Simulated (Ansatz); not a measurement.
# Pb2O: a hydrostatic pressure series

The task here is to estimate one member of a computed series from the others.

Computed with Ansatz 0.2.0 (DFT PBEsol, scalar-relativistic, plane waves, PAW, unless a step's input says otherwise).

## The structure to begin with

The structure is cubic, space group Pn-3m (No. 224). Conventional cell: a = 5.380 Å, b = 5.380 Å, c = 5.380 Å, α = 90.00°, β = 90.00°, γ = 90.00°. Around Pb (site symmetry -3m) lie 2 O at 2.33 Å. O (site symmetry -43m) is surrounded by 4 Pb at 2.33 Å.

As a file:

```
CELL_PARAMETERS angstrom
5.38000 0.00000 0.00000
0.00000 5.38000 0.00000
0.00000 0.00000 5.38000
ATOMIC_POSITIONS crystal
Pb 0.25000 0.25000 0.25000
Pb 0.75000 0.75000 0.25000
Pb 0.25000 0.75000 0.75000
Pb 0.75000 0.25000 0.75000
O 0.00000 0.00000 0.00000
O 0.50000 0.50000 0.50000
```

Source of the structure: the Crystallography Open Database.

The first run:

(A quick probe on a coarse mesh, which set the mesh and smearing, is not shown.)

input.yaml reads:

```yaml
crystal:
  lattice:
    - [5.38, 0.0, 0.0]
    - [0.0, 5.38, 0.0]
    - [0.0, 0.0, 5.38]
  atoms:
    - { symbol: Pb, position: [0.25, 0.25, 0.25] }
    - { symbol: Pb, position: [0.75, 0.75, 0.25] }
    - { symbol: Pb, position: [0.25, 0.75, 0.75] }
    - { symbol: Pb, position: [0.75, 0.25, 0.75] }
    - { symbol: O, position: [0.0, 0.0, 0.0] }
    - { symbol: O, position: [0.5, 0.5, 0.5] }
basis:
  ecutwfc: 420
kpoints:
  mp_grid: { grid: [8, 8, 8] }
hamiltonian:
  xc: pbesol
scf:
  occupations: { method: gaussian, width: 0.1 }
output:
  forces: true
  stress: true
  eigenvalues: true
relax:
  adjacent_minimum: "off"
  f_tol: 0.005
  max_steps: 80
  cell: { stress_tol: 0.05 }
```

On the command line:

```
$ ansatz run input.yaml --threads 1 --pin off --max-ram 2560MiB --backend cpu --events-out ev --progress --plain --runs-dir out
```

Among the steps run: Relaxing cell and atoms; Target pressure -3 GPa; 3 GPa; 8 GPa; Target pressure 15 GPa; Target pressure 30 GPa; Target pressure 60 GPa.

One of the session's tables, all rows but one given; the rest of the session is left out.

Lengths are those of the vectors of the cell that was run:

```
P (GPa)  V (Å³/atom)  a (Å)  b (Å)  c (Å)  ΔH (eV/atom)
     -3        27.60  5.491  5.491  5.491        -0.500
      0        25.95  5.380  5.380  5.380         0.000
      3        24.71  5.293  5.293  5.293         0.473
      8        23.13  5.178  5.178  5.178         1.218
     15        21.58  5.059  5.059  5.059         2.193
     30            ?      ?      ?      ?             ?
     60        16.87  4.660  4.660  4.660         7.471
```

**Question.** Estimate the row for P (GPa) = 30.

Worked estimate for «V (Å³/atom)». A straight line through the neighbours (15, 21.58) and (60, 16.87) gives 21.58 + (16.87 − 21.58) × (30 − 15) / (60 − 15) = 20.01; a parabola fitted to 3 rows on both sides gives 19.00.

The run gave: V (Å³/atom): 19.38; a (Å): 4.881; b (Å): 4.881; c (Å): 4.881; ΔH (eV/atom): 4.102. In «V (Å³/atom)» the line misses by +0.63 and the parabola by -0.38.

ΔH is E + PV over the energy at zero pressure; a, b and c are the vectors of the computed cell. 
